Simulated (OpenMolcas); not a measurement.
**Ta³⁺ among point charges: CASSCF levels and susceptibility**

Aim: the splitting of the states of Ta³⁺ in the field of 6 point charges, its lowest levels with spin-orbit coupling and its magnetic susceptibility.

Method: state-averaged CASSCF, spin-orbit coupling by RASSI with atomic mean-field integrals. Code: OpenMolcas 26.06.

1 further run of the same task is left out (it didn't finish).

## 1. The system

| Property | Result |
| --- | --- |
| Species | Ta³⁺ (tantalum, Z = 73, 70 electrons) |
| Basis | ANO-RCC-VDZP [7s6p4d2f1g], 68 functions |
| Scalar Hamiltonian | DKH2, point nucleus |
| Inactive shells | 1s 2s 2p 3s 3p 3d 4s 4p 4d 4f 5s 5p |
| Active space | 2 electrons in 5 orbitals (5d) |
| Some configurations of this space | 5d² |
| Orbitals | optimised for each spin and parity, averaged over all roots |

The outer shells:

5d2
```
5d [↑ ][↑ ][  ][  ][  ]
```

The ion sits among 6 point charges of -1.7 e arranged as a trigonal prism (D3h), 1.88 Å from the ion, with a polar angle of 55.5° against the regular 49.1°. The active orbitals were held to one l.

The work runs as a chain of OpenMolcas steps in one folder; each step below is one input file. Labels, J, g values, rates, χT and fits are worked out afterwards by a script from the matrices that RASSI stores.

## 2. GATEWAY and SEWARD: basis and integrals

Input file a.inp:

```
&GATEWAY
Coord
1

Ta 0.0 0.0 0.0
Basis=ANO-RCC-VDZP
Group=NoSym
NoMove
AngMom=0.0 0.0 0.0
AMFI
XField
6 Angstrom 0
1.549041 0.000000 1.065303 -1.700000
-0.774521 1.341509 1.065303 -1.700000
-0.774521 -1.341509 1.065303 -1.700000
1.549041 0.000000 -1.065303 -1.700000
-0.774521 1.341509 -1.065303 -1.700000
-0.774521 -1.341509 -1.065303 -1.700000
&SEWARD
```

On the command line:

```console
$ OMP_NUM_THREADS=1 MOLCAS_MEM=1689 MOLCAS_PROJECT=a pymolcas a.inp > a.log
```

## 3. CASSCF: triplets, 10 roots

Input file a.inp:

```
&RASSCF
FileOrb=start.orb
Symmetry=1
Spin=3
nActEl=2 0 0
Inactive=34
Ras2=5
CIRoot=10 10 1
SDav=10
CIMx=300
Iter=120 100
PrWF=0.3
OrbListing=Nothing
MaxOrb=0
SupSym
1
20 10 11 12 13 14 19 20 21 22 23 35 36 37 38 39 48 49 50 51 52
>>> COPY $Project.JobIph JOB001
```

start.orb holds the contracted functions of the basis, ordered by shell, or the orbitals of the step before.

## 4. Reference wave functions, singlets, 15 roots

Input file a.inp:

```
&RASSCF
FileOrb=start.orb
Symmetry=1
Spin=1
nActEl=2 0 0
Inactive=34
Ras2=5
CIRoot=15 15 1
SDav=15
CIMx=300
Iter=120 100
PrWF=0.3
OrbListing=Nothing
MaxOrb=0
SupSym
1
20 10 11 12 13 14 19 20 21 22 23 35 36 37 38 39 48 49 50 51 52
>>> COPY $Project.JobIph JOB002
```

## 5. RASSI: spin-orbit coupling between the states

Input file a.inp:

```
&RASSI
NrOfJobIphs=2 10 15
1 2 3 4 5 6 7 8 9 10
1 2 3 4 5 6 7 8 9 10 11 12 13 14 15
IphNames
JOB001
JOB002
EJob
SpinOrbit
DIPRint=1.0
SOCoupling=1000.0
Subsets=2
Property=9
'ANGMOM' 1 'ANGMOM' 2 'ANGMOM' 3 'MLTPL  1' 1 'MLTPL  1' 2 'MLTPL  1' 3
'AMFI' 1 'AMFI' 2 'AMFI' 3
SOProperty=3
'ANGMOM' 1 'ANGMOM' 2 'ANGMOM' 3
```

Before running it: what results should come out? Wanted: spin-free ground state; first state of the same spin within the active space; lowest level; next level.

As calculated:

```
                                            quantity                            value
                                              method                           CASSCF
                              spin-free ground state  1A1, 1-fold in its orbital part
first state of the same spin within the active space                  1E at 9690 cm⁻¹
                                        lowest level   2-fold E, g = 0.00, 0.00, 0.07
                                          next level                      1569.6 cm⁻¹
                                         χT at 300 K                   0.09 cm³ K/mol
                           effective moment at 300 K                          0.86 μB
```

In words: The spin-free ground state (1A1) comes to 49 % from free-ion G terms and has less than the highest spin computed. The field of point charges can differ much from that of real complexes. Point charges carry no covalency, so the field is a model and not that of real ligands.
